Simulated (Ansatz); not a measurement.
# Cd: substituted relatives

One table from this session's results is given with a row withheld; the runs are named, their logs left out.

Method: DFT PBEsol, scalar-relativistic, plane waves, PAW, in Ansatz 0.2.0.

1 further run of the same task is left out (set aside as unsound or not needed). Runs told in other sessions of the task aren't counted.

**The structure to begin with**

Symmetry: P6_3/mmc, No. 194, hexagonal system. The conventional cell has a = 2.944 Å, b = 2.944 Å, c = 5.610 Å, α = 90.00°, β = 90.00°, γ = 120.00°. Around Cd (site symmetry -6m2) lie 12 Cd at 2.94 to 3.28 Å.

Coordinates:

```xyz
2
Lattice="2.9442 0.0000 0.0000 -1.4721 2.5498 0.0000 0.0000 0.0000 5.6103" Properties=species:S:1:pos:R:3 pbc="T T T"
Cd    0.0000    1.6998    1.4026
Cd    1.4721    0.8499    4.2077
```

It is the result of an earlier relaxation at this level (volume 21.06 Å³/atom; gap on the mesh: none (metal)).

Set-up of the first run:

Contents of input.yaml:

```yaml
crystal:
  lattice:
    - [2.8743192949, 0.0, 0.0]
    - [-1.4371596474, 2.489233528, 0.0]
    - [0.0, 0.0, 5.4771277438]
  atoms:
    - { symbol: Sn, position: [0.3333333333, 0.6666666667, 0.25] }
    - { symbol: Sn, position: [0.6666666667, 0.3333333333, 0.75] }
basis:
  ecutwfc: 420
kpoints:
  mp_grid: { grid: [6, 6, 4] }
hamiltonian:
  xc: pbesol
scf:
  occupations: { method: gaussian, width: 0.1 }
output:
  forces: true
  stress: true
  eigenvalues: true
```

Run with:

```console
> ansatz run input.yaml --threads 1 --pin off --max-ram 2560MiB --backend cpu --events-out ev --progress --plain --runs-dir out
```

Among the steps run: Probe: one point at the start (Sn); Coarse relaxation (Sn); Full relaxation (Sn); Probe: one point at the start (Sr); The relaxation (Sr); Relaxation repeated from the new cell (Sr).

One table of the session follows, with a row left open; its other results are not shown here.

Lengths are those of the vectors of the cell that was run:

```
   swap  volume (Å³/atom)  a (Å)  b (Å)  c (Å)
   none             21.06  2.944  2.944  5.610
Cd → Ag             16.70  2.867  2.867  4.692
Cd → Pb                 ?      ?      ?      ?
Cd → Sn             26.26  3.329  3.329  5.472
Cd → Sr             52.56  4.196  4.196  6.893
```

**Question.** Estimate the row for Cd → Pb.

**Answer.** volume (Å³/atom): 29.89; a (Å): 3.456; b (Å): 3.456; c (Å): 5.780. In the column «volume (Å³/atom)» it lies between Cd → Sn (26.26) and Cd → Sr (52.56).

Lengths are those of the computed cell. Rows of earlier swaps come from the sessions before.
